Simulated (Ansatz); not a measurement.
# NbRu: how the settings move a relaxation

Aim: see which settings change the result for NbRu, by how much, and at what cost.

Method: reference: DFT, PBEsol, PAW with Ansatz's default frozen-core files, scalar-relativistic; relaxation of cell and atoms, in Ansatz 0.2.0.

1 further run of the same task is left out (it didn't finish).

## 1. The system as given

The structure is tetragonal, space group P4/mmm (No. 123). The conventional cell has a = 3.000 Å, b = 3.000 Å, c = 3.380 Å, α = 90.00°, β = 90.00°, γ = 90.00°. Around Nb (site symmetry 4/mmm) lie 8 Ru at 2.71 Å and 4 Nb at 3.00 Å. Around Ru (site symmetry 4/mmm) lie 8 Nb at 2.71 Å and 4 Ru at 3.00 Å.

As a file:

```cif
data_structure
_symmetry_space_group_name_H-M 'P4/mmm'
_symmetry_Int_Tables_number 123
_cell_length_a 3.0000
_cell_length_b 3.0000
_cell_length_c 3.3800
_cell_angle_alpha 90.000
_cell_angle_beta 90.000
_cell_angle_gamma 90.000
_cell_volume 30.42
loop_
_atom_site_label
_atom_site_type_symbol
_atom_site_symmetry_multiplicity
_atom_site_Wyckoff_symbol
_atom_site_fract_x
_atom_site_fract_y
_atom_site_fract_z
_atom_site_occupancy
Nb1 Nb 1 a 0.00000 0.00000 0.00000 1
Ru1 Ru 1 d 0.50000 0.50000 0.50000 1
```

## 2. The reference run

Contents of input.yaml:

```yaml
crystal:
  lattice:
    - [3.0, 0.0, 0.0]
    - [0.0, 3.0, 0.0]
    - [0.0, 0.0, 3.38]
  atoms:
    - { symbol: Nb, position: [0.0, 0.0, 0.0] }
    - { symbol: Ru, position: [0.5, 0.5, 0.5] }
kpoints:
  mp_grid: { grid: [16, 16, 14] }
scf:
  occupations: { method: fermi_dirac, width: 0.05 }
hamiltonian:
  xc: pbesol
  pseudopotentials: { kind: paw }
relax:
  f_tol: 0.002
  max_steps: 80
  cell: {}
output:
  forces: true
  stress: true
```

The run is started by

```bash
> ansatz run input.yaml --threads 1 --pin off --max-ram 2560MiB --backend cpu --events-out ev --progress --plain --runs-dir out
```

## 3. Changed: ecutwfc 29.4 Ry

Changes to input.yaml since step 2:

```diff
@@ -22 +22,7 @@
   stress: true
+  write_density: true
+  write_potential: true
+  elf: true
+  volumetric_format: npy
+basis:
+  ecutwfc: "29.4 Ry"
```

Before running it: what results should come out? Wanted: for each run, ending; energy change; pressure; gap; force.

As calculated:

| run | ending | energy change | pressure (GPa) | gap (eV) | force (eV/Å) | cycles | time |
| --- | --- | --- | --- | --- | --- | --- | --- |
| reference | converged | 0 | 0.0 | 0.00 | 0.00 | 34 | 58 s |
| 1: ecutwfc 29.4 Ry | converged | +0.3 meV/atom | 0.0 | 0.00 | 0.00 | 35 | 47 s |

Times don't compare one to one where runs were asked for different outputs or read a saved state (see the inputs); cycles may leave out searches for a lower state.

What this shows: Changing the cutoff leaves the energy as it was (+0.3 meV/atom). Run 1 ran under the cutoff that the potentials recommend, as the log warns, so basis error is mixed into its values.
